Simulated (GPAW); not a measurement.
# PtSe (F-43m) in GPAW: convergence with k mesh

Aim: find how far k mesh must go before the results for PtSe settle, at LDA. This setting moves, with any that are tied to it; all else stays.

Everything below comes from runs of GPAW 26.7.0. Logs are shortened: lines on timing, memory, paths and dates and some standing lists are left out, and cuts for length are marked. The log counts tension as positive stress, the text compression.

**1. The structure**

It takes space group F-43m (No. 216, cubic). Conventional cell: a = 6.075 Å, b = 6.075 Å, c = 6.075 Å, α = 90.00°, β = 90.00°, γ = 90.00°. Around Pt (site symmetry -43m) lie 4 Se at 2.63 Å. Around Se (site symmetry -43m) lie 4 Pt at 2.63 Å.

The cell comes from a database or a generator and needn't be the stable form of this composition.

**2. With k mesh 2 × 2 × 2**

run.py

```python
from ase.dft.bandgap import bandgap
from ase.io import read, write
from ase.units import GPa
from gpaw import GPAW, PW

atoms = read('POSCAR')

calc = GPAW(mode=PW(600),
            xc='LDA',
            kpts={'size': (2, 2, 2), 'gamma': True},
            occupations={'name': 'fermi-dirac', 'width': 0.05},
            nbands=22,
            convergence={'density': 1e-05, 'energy': 1e-05},
            maxiter=100,
            txt='gpaw.txt')
atoms.calc = calc
energy = atoms.get_potential_energy()
forces = atoms.get_forces()
stress = atoms.get_stress()
calc.write('gs.gpw')
write('result.traj', atoms)
print(f'Energy: {energy:.6f} eV')
print('Forces (eV/A):')
print(forces.round(4))
print('Stress (GPa):', (stress / GPa).round(3))
print('Fermi level:', round(calc.get_fermi_level(), 4), 'eV')
print(f'Gap: {bandgap(calc)[0]:.4f} eV, direct: {bandgap(calc, direct=True)[0]:.4f} eV')
```

POSCAR

```
PtSe
1.0
    0.0000000000      3.0374472300      3.0374472300
    3.0374472300      0.0000000000      3.0374472300
    3.0374472300      3.0374472300      0.0000000000
Pt Se
1 1
Direct
    0.0000000000      0.0000000000      0.0000000000
    0.2500000000      0.2500000000      0.2500000000
```

Potentials or basis: the program's PAW data sets (release 1.2.1) made for this functional, pw.

The run is started by

```sh
> OMP_NUM_THREADS=1 python run.py
```

gpaw.txt:

```text
__  _  _
 | _ |_)|_||  |
 |__||  | ||/\| - 26.7.0

Input parameters:
  mode=PW(ecut=600.0),
  convergence={'density': 1e-05, 'energy': 1e-05},
  kpts=MonkhorstPack(size=(2, 2, 2), gamma=True),
  maxiter=100,
  nbands=22,
  occupations=Occupations(name='fermi-dirac', width=0.05),
  xc=XC(name='LDA')

Diagonalizing LCAO Hamiltonian
Converting LCAO to pw mode

            Se

       Pt

Atoms  # Å, Bohr magnetons
|   | symbol |        x |        y |        z |    initial magnetic moments |
|---|--------|----------|----------|----------|-----------------------------|
| 0 |     Pt | 0.000000 | 0.000000 | 0.000000 | ( 0.0000,  0.0000,  0.0000) |
| 1 |     Se | 1.518724 | 1.518724 | 1.518724 | ( 0.0000,  0.0000,  0.0000) |

Unit cell  # Å
| periodic |        x |        y |        z |  lengths |    angles |
|----------|----------|----------|----------|----------|-----------|
|      yes | 0.000000 | 3.037447 | 3.037447 | 4.295599 | 60.000000 |
|      yes | 3.037447 | 0.000000 | 3.037447 | 4.295599 | 60.000000 |
|      yes | 3.037447 | 3.037447 | 0.000000 | 4.295599 | 60.000000 |

Number of symmetries: 24
Symmetry operations  # r_c * U_cc + t_c -> r_c
|    | kind |            matrix            |
|----|------|------------------------------|
|  0 |  E   |  1, 0, 0,  0, 1, 0,  0, 0, 1 |
|  1 |  σ   |  1, 0, 0,  0, 0, 1,  0, 1, 0 |
|  2 |  σ   |  1, 0,-1,  0, 1,-1,  0, 0,-1 |
|  3 |  C3  |  1, 0,-1,  0, 0,-1,  0, 1,-1 |
|  4 |  C3  |  1,-1, 0,  0,-1, 1,  0,-1, 0 |
|  5 |  σ   |  1,-1, 0,  0,-1, 0,  0,-1, 1 |
|  6 |  σ   |  0, 1, 0,  1, 0, 0,  0, 0, 1 |
|  7 |  C3  |  0, 1, 0,  0, 0, 1,  1, 0, 0 |
|  8 |  C2  |  0, 1,-1,  1, 0,-1,  0, 0,-1 |
|  9 |  S4  |  0, 1,-1,  0, 0,-1,  1, 0,-1 |
| 10 |  C3  |  0, 0, 1,  1, 0, 0,  0, 1, 0 |
| 11 |  σ   |  0, 0, 1,  0, 1, 0,  1, 0, 0 |
| 12 |  S4  |  0, 0,-1,  1, 0,-1,  0, 1,-1 |
| 13 |  C3  |  0, 0,-1,  0, 1,-1,  1, 0,-1 |
| 14 |  S4  |  0,-1, 1,  1,-1, 0,  0,-1, 0 |
| 15 |  C2  |  0,-1, 1,  0,-1, 0,  1,-1, 0 |
| 16 |  C3  |  0,-1, 0,  1,-1, 0,  0,-1, 1 |
| 17 |  S4  |  0,-1, 0,  0,-1, 1,  1,-1, 0 |
| 18 |  S4  | -1, 1, 0, -1, 0, 1, -1, 0, 0 |
| 19 |  C3  | -1, 1, 0, -1, 0, 0, -1, 0, 1 |
| 20 |  C3  | -1, 0, 1, -1, 1, 0, -1, 0, 0 |
| 21 |  S4  | -1, 0, 1, -1, 0, 0, -1, 1, 0 |
| 22 |  σ   | -1, 0, 0, -1, 1, 0, -1, 0, 1 |
| 23 |  C2  | -1, 0, 0, -1, 0, 1, -1, 1, 0 |

BZ-sampling:
  Number of BZ points: 8
  Number of IBZ points: 3

  Monkhorst-Pack size: [2, 2, 2]
  Monkhorst-Pack shift: [0.25, 0.25, 0.25]

K-points  # in reciprocal-cell coordinates
|   |                                coordinates |     weight |
|---|--------------------------------------------|------------|
| 0 | (  0.00000000,   0.00000000,   0.00000000) | 0.12500000 |
| 1 | (  0.50000000,   0.50000000,   0.00000000) | 0.37500000 |
| 2 | (  0.50000000,   0.50000000,   0.50000000) | 0.50000000 |

Plane wave coefficients: 1893
Cutoff: 600.0 eV

Spin-components: 1 (collinear spins)
Bands:           22
Projectors:      11
Spin-degeneracy: 2
Datatype:        complex128

Parallelization:
  kpt:    1
  domain: 1
  band:   1

Density:
  Valence electrons: 22.0
  Components: 1
  Grid points: [25 25 25]
  Charge: 0.0  # |e|

Potential:
  Grid points: [25 25 25]

species:
  Pt:
    name:    Platinum
    Z:       78.0
    valence: 16
    core:    62
    charge:  0.0  # [|e|]
    compensation charges:
      type: gauss
      rc: 0.41  # [Å]
      lmax: 2
    cutoffs:
      filter: 2.26  # [Å]
      core: 2.26  # [Å]
    projectors
    | kind |    occ | energy [eV] | rcut [Å] |
    |------|--------|-------------|----------|
    |   6s |  1.000 |      -5.930 |    1.307 |
    |   5p |  6.000 |     -56.318 |    1.371 |
    |   6p |  0.000 |      -0.962 |    1.371 |
    |   5d |  9.000 |      -6.387 |    1.307 |
    |    s |        |      21.281 |    1.307 |
    |    d |        |      20.825 |    1.307 |

    Using partial waves for Pt as LCAO basis

  Se:
    name:    Selenium
    Z:       34.0
    valence: 6
    core:    28
    charge:  0.0  # [|e|]
    compensation charges:
      type: gauss
      rc: 0.27  # [Å]
      lmax: 2
    cutoffs:
      filter: 1.77  # [Å]
      core: 2.67  # [Å]
    projectors
    | kind |    occ | energy [eV] | rcut [Å] |
    |------|--------|-------------|----------|
    |   4s |  2.000 |     -17.472 |    0.847 |
    |   4p |  4.000 |      -6.656 |    1.005 |
    |    s |        |       9.739 |    0.847 |
    |    p |        |      20.555 |    1.005 |
    |    d |        |       0.000 |    0.847 |

    Using partial waves for Se as LCAO basis

Reference energy: -566113.922509  # eV

eigensolver:
  PPCG
  Converge bands: occupied
  niter=2

density mixing:
  MSR1-Mixer
  Pratt-step length: 0.05
  Maximum mixing coefficient: 0.75
  Old densities: 10
  SVD Regularization: 0.005
  Good broyden scale: 1.0
  Trust region scale: 1.0
  Backstep threshold: 4.0
  History deletion threshold: 6.0
  Fourier metric: weight=20.0, sigma=0.015

occupation numbers:
  Fermi-Dirac:
    width: 0.0500  # eV

poisson solver:
  ecut: 4800.0  # eV

xc functional:
  name: None

convergence criteria:
- Maximum integral of absolute [dens]ity change: 1e-05 electrons / valence electron
- Maximum [total energy] change in last 3 cyles: 1e-05 eV / valence electron
- Maximum integral of absolute [eigenst]ate change: 4e-08 eV^2 / valence electron
maximum number of iterations: 100

SCF iterations
|iter     | |      energy | eigst |  dens |
|---------|-|-------------|-------|-------|
|iter:   1| |  -11.373041 | +0.08 |       |
|iter:   2| |  -11.275612 | -2.19 | -1.25 |
|iter:   3| |  -11.047928 | -2.09 | -1.30 |
|iter:   4| |  -11.034804 | -3.42 | -1.77 |
|iter:   5| |  -11.030645 | -3.82 | -2.11 |
|iter:   6| |  -11.030447 | -4.83 | -2.64 |
|iter:   7| |  -11.030444c| -6.25 | -3.42 |
|iter:   8| |  -11.030444c| -6.82 | -3.86 |
|iter:   9| |  -11.030444c| -7.71c| -4.85 |
|iter:  10| |  -11.030444c| -8.17c| -5.14c|

Converged in 10 steps
Energy contributions relative to reference atoms: (reference = -566113.922509)

Energy contributions:
  Kinetic:         -24.969605
  Coulomb:          19.757682
  Zero:             -0.587366
  External:          0.000000
  Xc:               -5.202274
  Entropy:          -0.057763
  Spinorbit:         0.000000
  ----------------------------
  Free energy:     -11.059326
  Extrapolated:    -11.030444

dipole moment: (-24.285406, -24.285406, -24.285406)  # |e|*Ang

Fermi level: 4.158
Eigenvalues  # (at kpt = [0.000, 0.000, 0.000])
| band index |      eig [eV] | occ [0-2] |
|------------|---------------|-----------|
|          0 |       -48.416 |     2.000 |
|        ... |               |           |
|          2 |       -48.416 |     2.000 |
|          3 |        -9.879 |     2.000 |
|          4 |        -0.605 |     2.000 |
|          5 |        -0.605 |     2.000 |
|          6 |        -0.605 |     2.000 |
|          7 |         1.575 |     2.000 |
[... 8 lines left out ...]
|         16 |        13.619 |     0.000 |
|         17 |        16.167 |     0.000 |
|        ... |               |           |
|         21 |        16.359 |     0.000 |

No gap
No difference between direct/indirect transitions

Forces  # eV/Ang
|        x |        y |        z |
|----------|----------|----------|
| -0.00000 | -0.00000 | -0.00000 |  # Pt   0
|  0.00000 |  0.00000 |  0.00000 |  # Se   1

Stress tensor  # eV/Ang^3
|         x |         y |         z |
|-----------|-----------|-----------|
|  0.103629 |  0.000000 | -0.000000 |
|  0.000000 |  0.103629 | -0.000000 |
| -0.000000 | -0.000000 |  0.103629 |

# Writing to gs.gpw (mode='')
```

stdout:

```text
Energy: -11.030444 eV
Forces (eV/A):
[[-0. -0. -0.]
 [ 0.  0.  0.]]
Stress (GPa): [16.603 16.603 16.603 -0.    -0.     0.   ]
Fermi level: 4.1585 eV
Gap: 0.0000 eV, direct: 0.0000 eV
```

Wall time 2.9 s (1 thread of Intel Xeon Platinum 8488C (Sapphire Rapids), shared host); peak memory 0.15 GiB.

What came out:

```yaml
Free_energy: -11.0593 eV
Pressure: -16.6 GPa
Band_gap_on_the_k_mesh: none (metal or under the smearing width)
```

**3. With k mesh 3 × 3 × 3**

run.py: that of step 2 with these lines changed.

```diff
@@ -9,3 +9,3 @@
             xc='LDA',
-            kpts={'size': (2, 2, 2), 'gamma': True},
+            kpts={'size': (3, 3, 3), 'gamma': True},
             occupations={'name': 'fermi-dirac', 'width': 0.05},
```

POSCAR is that of step 2.

Potentials or basis: the program's PAW data sets (release 1.2.1) made for this functional, pw.

The run is started by

```sh
> OMP_NUM_THREADS=1 python run.py
```

Run time: 3.3 s. Hardware: 1 thread of Intel Xeon Platinum 8488C (Sapphire Rapids), shared host; peak memory 0.15 GiB.

Results:

* Free energy: -11.0827 eV
* Pressure: -16.1 GPa
* Band gap on the k mesh: none (metal or under the smearing width)

**4. With k mesh 4 × 4 × 4**

run.py: that of step 3 with these lines changed.

```diff
@@ -9,3 +9,3 @@
             xc='LDA',
-            kpts={'size': (3, 3, 3), 'gamma': True},
+            kpts={'size': (4, 4, 4), 'gamma': True},
             occupations={'name': 'fermi-dirac', 'width': 0.05},
```

POSCAR is that of step 3.

The run is started by

```sh
> OMP_NUM_THREADS=1 python run.py
```

Wall time 4.8 s (1 thread of Intel Xeon Platinum 8488C (Sapphire Rapids), shared host); peak memory 0.15 GiB.

Results (log left out):

```
Free energy            : -11.0744 eV
Pressure               : -15.6 GPa
Band gap on the k mesh : none (metal or under the smearing width)
```

**5. With k mesh 5 × 5 × 5**

run.py: that of step 4 with these lines changed.

```diff
@@ -9,3 +9,3 @@
             xc='LDA',
-            kpts={'size': (4, 4, 4), 'gamma': True},
+            kpts={'size': (5, 5, 5), 'gamma': True},
             occupations={'name': 'fermi-dirac', 'width': 0.05},
```

POSCAR is that of step 4.

The run is started by

```sh
> OMP_NUM_THREADS=1 python run.py
```

Wall time 5.6 s (1 thread of Intel Xeon Platinum 8488C (Sapphire Rapids), shared host); peak memory 0.15 GiB.

The run converged. Its results:

```
Free energy            : -11.0314 eV
Pressure               : -15.6 GPa
Band gap on the k mesh : none (metal or under the smearing width)
```

**6. With k mesh 6 × 6 × 6**

run.py: that of step 5 with these lines changed.

```diff
@@ -9,3 +9,3 @@
             xc='LDA',
-            kpts={'size': (5, 5, 5), 'gamma': True},
+            kpts={'size': (6, 6, 6), 'gamma': True},
             occupations={'name': 'fermi-dirac', 'width': 0.05},
```

POSCAR is that of step 5.

Potentials or basis: the program's PAW data sets (release 1.2.1) made for this functional, pw.

The run is started by

```sh
> OMP_NUM_THREADS=1 python run.py
```

Wall time 7.9 s (1 thread of Intel Xeon Platinum 8488C (Sapphire Rapids), shared host); peak memory 0.16 GiB.

It converged, with:

* Free energy: -11.0638 eV
* Pressure: -15.9 GPa
* Band gap on the k mesh: none (metal or under the smearing width)

**7. With k mesh 7 × 7 × 7**

run.py: that of step 6 with these lines changed.

```diff
@@ -9,3 +9,3 @@
             xc='LDA',
-            kpts={'size': (6, 6, 6), 'gamma': True},
+            kpts={'size': (7, 7, 7), 'gamma': True},
             occupations={'name': 'fermi-dirac', 'width': 0.05},
```

POSCAR is that of step 6.

The run is started by

```sh
> OMP_NUM_THREADS=1 python run.py
```

Run time: 9.5 s. Hardware: 1 thread of Intel Xeon Platinum 8488C (Sapphire Rapids), shared host; peak memory 0.16 GiB.

It converged, with:

- Free energy: -11.0691 eV
- Pressure: -16.1 GPa
- Band gap on the k mesh: none (metal or under the smearing width)

**8. With k mesh 8 × 8 × 8**

run.py: that of step 7 with these lines changed.

```diff
@@ -9,3 +9,3 @@
             xc='LDA',
-            kpts={'size': (7, 7, 7), 'gamma': True},
+            kpts={'size': (8, 8, 8), 'gamma': True},
             occupations={'name': 'fermi-dirac', 'width': 0.05},
```

POSCAR is that of step 7.

The run is started by

```sh
> OMP_NUM_THREADS=1 python run.py
```

It took 13 s on 1 thread of Intel Xeon Platinum 8488C (Sapphire Rapids), shared host; peak memory 0.17 GiB.

The run converged. Its results:

```
Free energy            : -11.0608 eV
Pressure               : -15.9 GPa
Band gap on the k mesh : none (metal or under the smearing width)
```

**9. With k mesh 10 × 10 × 10**

run.py: that of step 8 with these lines changed.

```diff
@@ -9,3 +9,3 @@
             xc='LDA',
-            kpts={'size': (8, 8, 8), 'gamma': True},
+            kpts={'size': (10, 10, 10), 'gamma': True},
             occupations={'name': 'fermi-dirac', 'width': 0.05},
```

POSCAR is that of step 8.

Potentials or basis: the program's PAW data sets (release 1.2.1) made for this functional, pw.

The run is started by

```sh
> OMP_NUM_THREADS=1 python run.py
```

Run time: 22 s. Hardware: 1 thread of Intel Xeon Platinum 8488C (Sapphire Rapids), shared host; peak memory 0.19 GiB.

Results (log left out):

- Free energy: -11.0645 eV
- Pressure: -15.9 GPa
- Band gap on the k mesh: none (metal or under the smearing width)

**10. Result**

```csv
k mesh,"energy less the tightest run, at zero smearing (meV/atom)",pressure (GPa),SCF cycles,CPU time (s),peak memory (GiB)
2 × 2 × 2,12.02,-16.60,10,2.9,0.15
3 × 3 × 3,-6.02,-16.06,10,3.3,0.15
4 × 4 × 4,-2.44,-15.62,10,4.8,0.15
5 × 5 × 5,18.25,-15.65,10,5.6,0.15
6 × 6 × 6,0.38,-15.91,10,7.9,0.16
7 × 7 × 7,-3.05,-16.06,10,9.5,0.16
8 × 8 × 8,2.36,-15.93,10,13,0.17
10 × 10 × 10,0.00,-15.92,10,21,0.19
```

Against the tightest run, the pressure stays within 0.1 GPa from 8 × 8 × 8 on. Not settled before the last step: the energy (to 1 meV/atom). Meshes of other sizes hit other points, so gaps and Fermi surfaces needn't settle smoothly. The tightest run that finished is the yardstick and may itself not be fully converged.

Caveats: so large a pressure means that the cell lies far from this level's equilibrium, or that cutoff or potentials fall short.
